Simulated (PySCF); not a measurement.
# C2H6BFN2: the cost of one run

The runs use PySCF 2.14.0, with density-fitted response routines of our own; the level of theory stands in each step. All values are computed, except where a source is named. Atoms count from 0, in the outputs and in this text.

**1. The starting structure**

12 atoms, charge 0, multiplicity 1; geometry from: GFN2-xTB. The atoms were then displaced at random by about 0.01 Å, so the start is not that level's minimum.

Bonds of the start (Å): C0–N1 1.43, N1–B2 1.66, B2–F3 1.41, B2–C4 1.57, C4–N5 1.16, C0–H6 1.10, C0–H7 1.09, C0–H8 1.10, N1–H9 1.02, N1–H10 1.03, B2–H11 1.17.

**2. Relaxing the molecule at PBE0-D3(BJ)/def2-SVP**

The job: settings as JSON, then the geometry in Å.

```
{"job": {"xc": "PBE0", "basis": "def2-SVP", "d3": "d3bj", "grid": 1, "shake": 0.01, "kind": "geom"}, "charge": 0, "multiplicity": 1}
C     -1.265070     0.584760    -0.164790
N     -0.477680    -0.421380     0.475390
B      0.979860    -0.738690    -0.247770
F      1.538350    -1.731100     0.580510
C      1.786310     0.602880    -0.159380
N      2.315160     1.631180    -0.098160
H     -2.213810     0.775570     0.362690
H     -1.486700     0.309200    -1.195330
H     -0.720480     1.544650    -0.185030
H     -0.959820    -1.314280     0.519830
H     -0.257030    -0.157260     1.445510
H      0.800600    -1.113800    -1.342500
```

Command:

```
> OMP_NUM_THREADS=1 python probes_run.py task.json out
```

This one command runs all jobs of the session in turn.

**Question.** How long does this first job take on 1 thread of Arm Neoverse V2, shared host, and how much memory does it need?

About 53 s, with a peak of 0.48 GiB.
